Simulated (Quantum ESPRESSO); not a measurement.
A run of Quantum ESPRESSO 7.5:

The input pw.in:

```
&CONTROL
  calculation = 'scf'
  prefix = 'pwscf'
  outdir = './tmp'
  pseudo_dir = './pseudo'
  tprnfor = .true.
  tstress = .true.
  disk_io = 'low'
/
&SYSTEM
  ibrav = 0
  A = 2.89515
  nat = 2
  ntyp = 2
  ecutwfc = 55
  ecutrho = 440
  nbnd = 7
  occupations = 'smearing'
  smearing = 'mv'
  degauss = 0.01469973
/
&ELECTRONS
  conv_thr = 4d-10
  electron_maxstep = 120
  mixing_beta = 0.5
/
ATOMIC_SPECIES
Mg    24.3050 Mg.pbe-n-kjpaw_psl.0.3.0.UPF
B     10.8100 b_pbe_v1.4.uspp.F.UPF
CELL_PARAMETERS alat
   1.0000000000    0.0000000000    0.0000000000
   0.0000000000    1.0000000000    0.0000000000
   0.0000000000    0.0000000000    1.0000000000
ATOMIC_POSITIONS alat
Mg     0.0000000000    0.0000000000    0.0000000000
B      0.5000000000    0.5000000000    0.5000000000
K_POINTS automatic
9 9 9 0 0 0
```

File scf2.in:

```
&CONTROL
  calculation = 'scf'
  prefix = 'pwscf'
  outdir = './tmp'
  pseudo_dir = './pseudo'
  tprnfor = .true.
  tstress = .true.
  disk_io = 'low'
/
&SYSTEM
  ibrav = 0
  A = 2.89515
  nat = 2
  ntyp = 2
  ecutwfc = 55
  ecutrho = 440
  nbnd = 7
  occupations = 'smearing'
  smearing = 'mv'
  degauss = 0.01469973
/
&ELECTRONS
  conv_thr = 1d-13
  electron_maxstep = 120
  mixing_beta = 0.5
  startingpot = 'file'
  startingwfc = 'file'
/
ATOMIC_SPECIES
Mg    24.3050 Mg.pbe-n-kjpaw_psl.0.3.0.UPF
B     10.8100 b_pbe_v1.4.uspp.F.UPF
CELL_PARAMETERS alat
   1.0000000000    0.0000000000    0.0000000000
   0.0000000000    1.0000000000    0.0000000000
   0.0000000000    0.0000000000    1.0000000000
ATOMIC_POSITIONS alat
Mg     0.0000000000    0.0000000000    0.0000000000
B      0.5000000000    0.5000000000    0.5000000000
K_POINTS automatic
9 9 9 0 0 0
```

ph.in

```
phonons of MgB
&INPUTPH
  prefix = 'pwscf'
  outdir = './tmp'
  tr2_ph = 1d-18
  fildyn = 'dyn'
  niter_ph = 90
  alpha_mix(1) = 0.4
/
0.0000000000 0.0000000000 0.0000000000
```

File dynmat.in:

```
&INPUT
  fildyn = 'dyn'
  asr = 'crystal'
  filout = 'dynmat.disp'
  fileig = 'dynmat.eig'
/
```

Potentials or basis: SSSP 1.3 efficiency PBE.

Launch:

```bash
$ OMP_NUM_THREADS=1 pw.x -in pw.in > pw.out
$ OMP_NUM_THREADS=1 pw.x -in scf2.in > scf2.out
$ OMP_NUM_THREADS=1 ph.x -in ph.in > ph.out
$ OMP_NUM_THREADS=1 dynmat.x -in dynmat.in > dynmat.out
```

Hardware: 1 thread of Arm Neoverse V2, with other jobs on the host.

**Question.** Estimate the wall time of this run.

**Answer.** Wall time 30 s on 1 thread of Arm Neoverse V2 (shared host), peak memory 0.08 GiB. Counts: scf iterations 10, k pools 1, bands 7, k points 35, g dense 25533.
